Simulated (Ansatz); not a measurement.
Geometry optimisation, DFT PBE, scalar-relativistic, plane waves, PAW in Ansatz.

Input file:

```yaml
crystal:
  lattice:
    - [5.32, 0.0, 0.0]
    - [-3.99, 6.910883, 0.0]
    - [0.0, 0.0, 4.93696]
  atoms:
    - { symbol: Zn, position: [0.0, 0.0, 0.0] }
    - { symbol: Zn, position: [0.1666667, 0.2222222, 0.5] }
    - { symbol: Zn, position: [0.0, 0.3333333, 0.0] }
    - { symbol: Zn, position: [0.1666667, 0.5555556, 0.5] }
    - { symbol: Zn, position: [0.0, 0.6666667, 0.0] }
    - { symbol: Zn, position: [0.1666667, 0.8888889, 0.5] }
    - { symbol: Zn, position: [0.5, 0.0, 0.0] }
    - { symbol: Zn, position: [0.6666667, 0.2222222, 0.5] }
    - { symbol: Zn, position: [0.5, 0.3333333, 0.0] }
    - { symbol: Zn, position: [0.6666667, 0.5555556, 0.5] }
    - { symbol: Zn, position: [0.5, 0.6666667, 0.0] }
    - { symbol: Zn, position: [0.6666667, 0.8888889, 0.5] }
    - { symbol: H, position: [0.3252263, 0.4330265, 0.2438864] }
basis:
  ecutwfc: 420.0
kpoints:
  mp_grid: { grid: [4, 3, 3] }
hamiltonian:
  xc: pbe
scf:
  occupations: { method: fermi_dirac, width: 0.15 }
  lower_state_search: "off"
relax:
  f_tol: 0.08
  max_steps: 25
  adjacent_minimum: "off"
```

Launched with:

```bash
$ ansatz run input.yaml --threads 2 --pin off --max-ram 5120MiB --backend cpu --events-out ev --progress --plain --runs-dir out
```

Q: Where does it end, and by what steps?

A: The forces met the threshold. The force dipped under the threshold on the way, but the program's further checks kept it going. Limits of this set-up: coarse k mesh, odd electron count without spin, a small cell, in which the defect meets its images, a typed lattice constant that wasn't relaxed here. After 3 steps the energy has fallen by 0.155 eV; Zn10 moved furthest, 0.13 Å.

```csv
step,energy less start (eV),largest force component (eV/Å),accepted
0,0.0000,0.468,yes
1,-0.1077,0.170,yes
2,-0.1495,0.060,yes
3,-0.1550,0.026,yes
```

```xyz
13
Lattice="5.3200 0.0000 0.0000 -3.9900 6.9109 0.0000 0.0000 0.0000 4.9370" Properties=species:S:1:pos:R:3
Zn 0.002 -0.016 0.037
Zn 0.001 1.492 2.578
Zn -1.373 2.284 -0.110
Zn -1.356 3.862 2.573
Zn -2.662 4.613 0.115
Zn -2.649 6.163 2.483
Zn 2.649 -0.008 -0.022
Zn 2.664 1.534 2.355
Zn 1.361 2.288 -0.106
Zn 1.367 3.875 2.585
Zn -0.005 4.655 -0.078
Zn -0.002 6.147 2.406
H 0.006 2.962 1.197
```

Whether the end is a true minimum wasn't checked by a vibrational analysis.

The run took 62 s on 2 threads of Arm Neoverse V2 (shared host), peak memory 0.61 GiB.
